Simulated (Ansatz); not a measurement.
**CH2AlN (AlH2(CN)): BHLYP/STO-3G**

What is the electronic atomisation energy of CH2AlN (AlH2(CN)) at BHLYP/STO-3G? 

Program for the calculation: Ansatz 0.2.0.

**1. The molecule**

The species is CH2AlN (5 atoms), meant as a singlet with charge 0. As SMILES, `[H][Al]([H])[C]#N`. The shape comes from GFN2-xTB, which is rough for such elements, and wasn't checked as a minimum.

Bond lengths: Al1–C4 1.977 Å, C4–N5 1.154 Å, Al1–H2 1.545 Å, Al1–H3 1.546 Å. Angles: Al1–C4–N5 179.7°, H2–Al1–C4 120.1°, H3–Al1–C4 120.4°, H2–Al1–H3 119.5°.

**2. The energy at BHLYP/STO-3G**

Input file job.yaml:

```yaml
basis:
  gaussian: {orbitals: STO-3G}
crystal:
  periodic: [false, false, false]
  atoms:
    - symbol: Al
      position_ang: [0.353320, 0.616070, 0.007940]
    - symbol: H
      position_ang: [1.897570, 0.618400, 0.058740]
    - symbol: H
      position_ang: [-0.410240, 1.959830, -0.023840]
    - symbol: C
      position_ang: [-0.634730, -1.095760, -0.014750]
    - symbol: "N"
      position_ang: [-1.205910, -2.098530, -0.028080]
hamiltonian: {xc: {name: BHLYP}}
accuracy: high
```

Launch:

```
$ ansatz run job.yaml --threads 1 --pin off --max-ram 2610MiB --events-out events.jsonl --progress --plain --runs-dir runs
```

The log of the run:

```text
Warning: RAYON_NUM_THREADS=1 ignored (pool sized by the plan → 1); use --threads N
Functional definition: BHLYP
  name "BHLYP"
  parameter a = 0.5
  exchange = (1 - a)*b88_x + a*exact_x
  correlation = lyp_c
373 factors; integrals over basis functions are off by at most 2.4e-9 eV
mean field evaluation 1: about -9039.4882 eV, gradient 3.1e1 eV
mean field evaluation 2: about -9036.6544 eV, gradient 4.8e1 eV
mean field evaluation 4: about -9042.3530 eV, gradient 5.6e-1 eV
mean field evaluation 8: about -9042.3013 eV, gradient 5.2e-3 eV
mean field evaluation 16: about -9042.3013 eV, gradient 5.0e-8 eV
mean field -9042.30130577 eV, -332.2984438950 hartree, gradient 5.0e-8 eV, S^2 0.000000; 0 other end points of the search recorded, 0 dependent functions left out
reference -9042.30132404 eV, -332.2984445664 hartree; 14, 14 occupied and 7, 7 virtual orbitals, 373 factors
Total energy: -9042.30132404 eV, -332.2984445664 hartree
```

Wall time 1.2 s (1 thread of Arm Neoverse V1, shared host); peak memory 0.096 GiB.

**3. The Al atom**

Input file job.yaml:

```yaml
crystal:
  periodic: [false, false, false]
  atoms:
    - {symbol: Al, position_ang: [0.000000, 0.000000, 0.000000]}
basis:
  gaussian: {orbitals: STO-3G}
magnetization: {spin_polarized: true, initial_magnetization: 1}
hamiltonian: {xc: {name: BHLYP}}
accuracy: high
```

Run the same way, it converges to -239.33024 Eh (log not shown).

**4. The C atom**

Input file job.yaml:

```yaml
crystal:
  periodic: [false, false, false]
  atoms:
    - {symbol: C, position_ang: [0.000000, 0.000000, 0.000000]}
basis:
  gaussian:
    orbitals: STO-3G
magnetization:
  spin_polarized: true
  initial_magnetization: 2
hamiltonian:
  xc: {name: BHLYP}
accuracy: high
```

Run the same way, it converges to -37.34735 Eh (log not shown).

**5. The H atom**

Input file input.yaml:

```yaml
crystal:
  periodic: [false, false, false]
  atoms:
    - {symbol: H, position_ang: [0.000000, 0.000000, 0.000000]}
basis:
  gaussian: {orbitals: STO-3G}
magnetization: {spin_polarized: true, initial_magnetization: 1}
hamiltonian: {xc: {name: BHLYP}}
accuracy: high
```

Run the same way, it converges to -0.46466 Eh (log not shown).

**6. The N atom**

Input file in.yaml:

```yaml
basis:
  gaussian:
    orbitals: STO-3G
crystal:
  periodic: [false, false, false]
  atoms:
    - {symbol: "N", position_ang: [0.000000, 0.000000, 0.000000]}
magnetization:
  spin_polarized: true
  initial_magnetization: 3
accuracy: high
hamiltonian:
  xc: {name: BHLYP}
```

Launch:

```
$ ansatz run in.yaml --threads 1 --pin off --max-ram 2610MiB --events-out events.jsonl --progress --plain --runs-dir runs
```

The log of the run (excerpt; [...] marks lines left out):

```text
Warning: RAYON_NUM_THREADS=1 ignored (pool sized by the plan → 1); use --threads N
[... 5 set-up lines as earlier in the session ...]
15 factors; integrals over basis functions are off by at most 1.1e-9 eV
mean field evaluation 1: about -1466.3155 eV, gradient 1.8e-9 eV
mean field evaluation 2: about -1466.3154 eV, gradient 1.2e-9 eV
mean field -1466.31544268 eV, -53.8860986141 hartree, gradient 0.0e0 eV, S^2 3.750000; 0 other end points of the search recorded, 0 dependent functions left out
reference -1466.31545218 eV, -53.8860989633 hartree; 5, 2 occupied and 0, 3 virtual orbitals, 15 factors
Total energy: -1466.31545218 eV, -53.8860989633 hartree
```

Wall time 0.16 s (1 thread of Arm Neoverse V1, shared host).

**7. Results**

Level: BHLYP/STO-3G.

| quantity | value |
| --- | --- |
| molecule: total energy | -332.29844 Eh |
| Al atom: total energy | -239.33024 Eh |
| Al atom: ⟨S²⟩ | 0.750 |
| C atom: total energy | -37.34735 Eh |
| C atom: ⟨S²⟩ | 2.000 |
| H atom: total energy | -0.46466 Eh |
| H atom: ⟨S²⟩ | 0.750 |
| N atom: total energy | -53.88610 Eh |
| N atom: ⟨S²⟩ | 3.750 |
| electronic atomisation energy | 21.917 eV |

Taking the molecule apart into free atoms costs 21.92 eV (2115 kJ/mol), before zero-point energy and without spin-orbit coupling. In a minimal basis such a difference can be off by several eV, whatever the method.
